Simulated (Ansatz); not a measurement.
# CH3AlF2: taking an electron away

One table from this session's results is given with a row withheld; the runs are named, their logs left out.

Program: Ansatz 0.2.0, Gaussian basis. Level of theory: unrestricted cation, the program's frozen cores in correlated methods. These are calculated values, not measurements.

Levels to be run: UKS PBE-D4/def2-TZVPP; UKS r2SCAN-D4/def2-TZVPP; UKS PBE0-D4/def2-TZVPP; UKS B3LYP-D4/def2-TZVPP; UKS wB97X-V/def2-TZVPP; UKS wB97M-V/def2-TZVPP; UKS B2PLYP/def2-TZVPP; UHF-CCSD(T)/def2-TZVPP; UHF-MP2/def2-QZVPP; extrapolation to the limit; then −ε(HOMO) from the neutral's earlier runs with LDA (SPW92), PBE-D4, revPBE-D4, BLYP-D4, r2SCAN-D4, B97M-V, PBE0-D4, B3LYP-D4, r2SCANh-D4, r2SCAN0-D4, HSE06-D4, BHLYP-D4, CAM-B3LYP-D4, LC-ωPBE, ωB97X-V, ωB97M-V.

### Structure used throughout

All runs share one geometry, relaxed beforehand with PBE0-D4 in a triple-zeta def2 set.

SMILES `F[CH2][AlH][F]`, 7 atoms, charge 0, spin multiplicity 1.

Atoms are counted from 1 here; the program's logs count them from 0.

Bond lengths: F1–C2 1.392 Å, C2–Al3 1.974 Å, C2–H5 1.099 Å, C2–H6 1.099 Å, Al3–F4 1.647 Å, Al3–H7 1.578 Å. Angles: F1–C2–Al3 112.9°, F1–C2–H5 108.0°, F1–C2–H6 108.0°, Al3–C2–H5 111.1°, Al3–C2–H6 111.0°, H5–C2–H6 105.6°, C2–Al3–F4 119.6°, C2–Al3–H7 122.4°, F4–Al3–H7 118.0°.

Coordinates:

```
F    -1.7217    0.7610    0.0340
C    -0.3401    0.8034   -0.1342
Al    0.5195   -0.9540    0.1298
F    -0.4061   -2.2630    0.5049
H    -0.1325    1.1975   -1.1386
H     0.0640    1.5492    0.5642
H     2.0780   -1.1621   -0.0060
```

Set-up of the first run:

File in.yaml:

```yaml
crystal:
  periodic: [false, false, false]
  atoms:
    - {symbol: F, position_ang: [-1.721665, 0.760984, 0.034035]}
    - {symbol: C, position_ang: [-0.340088, 0.803436, -0.134198]}
    - {symbol: Al, position_ang: [0.519530, -0.954016, 0.129801]}
    - {symbol: F, position_ang: [-0.406123, -2.263023, 0.504921]}
    - {symbol: H, position_ang: [-0.132537, 1.197473, -1.138600]}
    - {symbol: H, position_ang: [0.064008, 1.549197, 0.564190]}
    - {symbol: H, position_ang: [2.077975, -1.162050, -0.005950]}
basis:
  gaussian: {orbitals: def2-TZVPP}
total_charge: 1
magnetization: {spin_polarized: true, initial_magnetization: 1}
hamiltonian: {xc: pbe, dispersion: d4}
```

Run with:

```sh
> ansatz run in.yaml --threads 2 --pin off --events-out ev --progress --plain --max-ram 4352MiB
```

Steps of the session up to this table: Cation, UKS PBE-D4/def2-TZVPP; Cation, UKS r2SCAN-D4/def2-TZVPP; Cation, UKS PBE0-D4/def2-TZVPP; Cation, UKS B3LYP-D4/def2-TZVPP; Cation, UKS wB97X-V/def2-TZVPP; Cation, UKS wB97M-V/def2-TZVPP; Cation, UKS B2PLYP (frozen core)/def2-TZVPP; Cation, UHF-CCSD(T)/def2-TZVPP; Cation, UHF-MP2/def2-QZVPP.

One of the session's tables, all rows but one given; the rest of the session is left out.

For comparison, −ε(HOMO) of the neutral from earlier runs:

```
  functional  −ε(HOMO) (eV)
 LDA (SPW92)           6.79
      PBE-D4           6.66
   revPBE-D4           6.60
     BLYP-D4           6.58
   r2SCAN-D4           6.96
      B97M-V           7.08
     PBE0-D4           8.12
    B3LYP-D4           7.92
  r2SCANh-D4           7.51
  r2SCAN0-D4           8.33
    HSE06-D4           7.72
    BHLYP-D4           9.52
CAM-B3LYP-D4           9.56
     LC-ωPBE              ?
     ωB97X-V          10.53
     ωB97M-V          10.39
```

**Question.** Estimate the row for LC-ωPBE.

As computed: −ε(HOMO) (eV): 10.88. In the column «−ε(HOMO) (eV)» it is the highest.
